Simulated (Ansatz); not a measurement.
# CH₈B₃NS: basis-set convergence

An exercise on one series of results from a longer session: the logs are not shown, and one member is left open.

Method: one geometry, several basis sets; program: Ansatz 0.2.0, Gaussian basis.

Levels to be run: PBE0-D4/def2-SVP; ωB97M-V/def2-SVP; PBE0-D4/def2-QZVPP; ωB97M-V/def2-QZVPP; the functionals' def2-TZVPP values are taken from earlier runs.

## The geometry

An earlier PBE0-D4 in a triple-zeta def2 set relaxation fixed the geometry.

14 atoms, charge 0, spin multiplicity 1.

Atoms are counted from 1 here; the program's logs count them from 0.

Bond lengths: B1–C2 1.533 Å, B1–H7 1.201 Å, B1–H8 1.370 Å, B1–H9 1.202 Å, C2–N3 1.287 Å, C2–B4 1.534 Å, N3–H10 1.011 Å, N3–H11 1.011 Å, B4–B5 1.686 Å, B4–H8 1.357 Å, B4–H12 1.205 Å, B5–S6 1.780 Å, B5–H13 1.198 Å, S6–H14 1.346 Å. Angles: C2–B1–H7 115.8°, C2–B1–H8 94.3°, C2–B1–H9 116.1°, H7–B1–H8 104.1°, H7–B1–H9 119.2°, H8–B1–H9 101.4°, B1–C2–N3 141.4°, B1–C2–B4 79.3°, N3–C2–B4 139.4°, C2–N3–H10 121.8°, C2–N3–H11 121.7°, H10–N3–H11 116.5°, C2–B4–B5 112.0°, C2–B4–H8 94.8°, C2–B4–H12 114.4°, B5–B4–H8 107.5°, B5–B4–H12 120.0°, H8–B4–H12 104.3° and more.

Set-up of the first run:

in.yaml reads:

```yaml
crystal:
  periodic: [false, false, false]
  atoms:
    - {symbol: B, position_ang: [-1.363371, -0.722691, 0.871920]}
    - {symbol: C, position_ang: [0.047806, -0.878532, 0.293602]}
    - {symbol: N, position_ang: [0.876353, -1.778044, -0.106461]}
    - {symbol: B, position_ang: [-0.034010, 0.646123, 0.439709]}
    - {symbol: B, position_ang: [-0.077834, 1.423098, -1.055793]}
    - {symbol: S, position_ang: [1.348826, 2.238175, -1.739571]}
    - {symbol: H, position_ang: [-1.500932, -1.063020, 2.015345]}
    - {symbol: H, position_ang: [-1.296617, 0.644324, 0.936531]}
    - {symbol: H, position_ang: [-2.271667, -0.879435, 0.100760]}
    - {symbol: H, position_ang: [1.794742, -1.538850, -0.455781]}
    - {symbol: H, position_ang: [0.640365, -2.760673, -0.094789]}
    - {symbol: H, position_ang: [0.637344, 1.097112, 1.332622]}
    - {symbol: H, position_ang: [-1.007963, 1.425059, -1.810328]}
    - {symbol: H, position_ang: [2.194060, 2.118255, -0.699066]}
basis:
  gaussian: {orbitals: def2-SVP}
hamiltonian: {xc: pbe0, dispersion: d4}
output: {orbitals: {seedname: orbitals}}
```

Steps of the session up to this table: PBE0-D4 in def2-SVP; ωB97M-V in def2-SVP; PBE0-D4 in def2-QZVPP; ωB97M-V in def2-QZVPP.

One table of the session follows, with a row left open; its other results are not shown here.

It belongs to the step «Density functionals: the series». 

| functional | basis | HOMO (eV) |
| --- | --- | --- |
| PBE0-D4 | def2-SVP | -7.38 |
| PBE0-D4 | def2-TZVPP | ? |
| PBE0-D4 | def2-QZVPP | -7.48 |
| ωB97M-V | def2-SVP | -9.53 |
| ωB97M-V | def2-TZVPP | -9.64 |
| ωB97M-V | def2-QZVPP | -9.66 |

Q: Estimate the row for PBE0-D4, def2-TZVPP from the others.

**Answer.** HOMO (eV): -7.46. In the column «HOMO (eV)» it lies between PBE0-D4, def2-QZVPP (-7.48) and PBE0-D4, def2-SVP (-7.38).
